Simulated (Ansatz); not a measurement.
**ClH₂InOS: one species, many methods**

The task here is to estimate one member of a computed series from the others.

Program: Ansatz 0.2.0, Gaussian basis. Level of theory: functionals in def2-TZVPP, the program's frozen cores in correlated methods. These are calculated values, not measurements.

Plan: PBE-D4, r2SCAN-D4, PBE0-D4, B3LYP-D4, ωB97X-V, ωB97M-V, B2PLYP; CCSD(T)/def2-TZVPP; CCSD(T)/def2-QZVPP; extrapolation to the limit.

## The geometry

An earlier PBE0-D4 in a triple-zeta def2 set relaxation fixed the geometry. In takes the def2 core potential; no spin-orbit term is included.

SMILES `[OH][In]([SH])[Cl]`, 6 atoms, charge 0, spin multiplicity 1.

Atoms are counted from 1 here; the program's logs count them from 0.

Bond lengths: O1–In2 1.970 Å, O1–H5 0.961 Å, In2–S3 2.351 Å, In2–Cl4 2.318 Å, S3–H6 1.345 Å. Angles: In2–O1–H5 112.0°, O1–In2–S3 121.3°, O1–In2–Cl4 116.4°, S3–In2–Cl4 122.3°, In2–S3–H6 92.0°.

Set-up of the first run:

File in.yaml:

```yaml
crystal:
  periodic: [false, false, false]
  atoms:
    - {symbol: O, position_ang: [-1.438691, 0.774724, 0.351886]}
    - {symbol: In, position_ang: [0.262022, 0.069681, -0.347703]}
    - {symbol: S, position_ang: [1.441156, -1.620969, 0.783107]}
    - {symbol: Cl, position_ang: [1.024699, 0.995536, -2.331425]}
    - {symbol: H, position_ang: [-1.805004, 1.460107, -0.213931]}
    - {symbol: H, position_ang: [0.515829, -1.679079, 1.758066]}
basis:
  gaussian: {orbitals: def2-TZVPP}
hamiltonian: {xc: pbe, dispersion: d4}
output: {forces: true, orbitals: {seedname: orbitals}}
```

The run is started by

```sh
> ansatz run in.yaml --threads 2 --pin off --events-out ev --progress --plain --max-ram 20480MiB --backend cpu
```

Among the steps run: PBE-D4 (GGA); r2SCAN-D4 (meta-GGA); PBE0-D4 (hybrid); B3LYP-D4 (hybrid); ωB97X-V (range-separated); ωB97M-V (range-separated); B2PLYP (double hybrid); CCSD(T) in def2-TZVPP; CCSD(T) in def2-QZVPP.

One of the session's tables, all rows but one given; the rest of the session is left out.

It belongs to the step «Atomisation energies». 

| method | atomisation energy (kJ/mol) |
| --- | --- |
| PBE-D4 | 1759.8 |
| r2SCAN-D4 | 1743.2 |
| PBE0-D4 | 1712.6 |
| B3LYP-D4 | 1691.9 |
| ωB97X-V | 1747.2 |
| ωB97M-V | ? |
| B2PLYP | 1688.2 |
| HF/def2-TZVPP | 1148.9 |
| MP2/def2-TZVPP | 1731.9 |
| CCSD/def2-TZVPP | 1637.2 |
| CCSD(T)/def2-TZVPP | 1680.5 |
| MP2/CBS | 1805.4 |
| CCSD(T)/CBS | 1754.0 |

Estimate the missing values for ωB97M-V.

**Answer.** atomisation energy (kJ/mol): 1743.1. In the column «atomisation energy (kJ/mol)» it lies between MP2/def2-TZVPP (1731.9) and r2SCAN-D4 (1743.2).
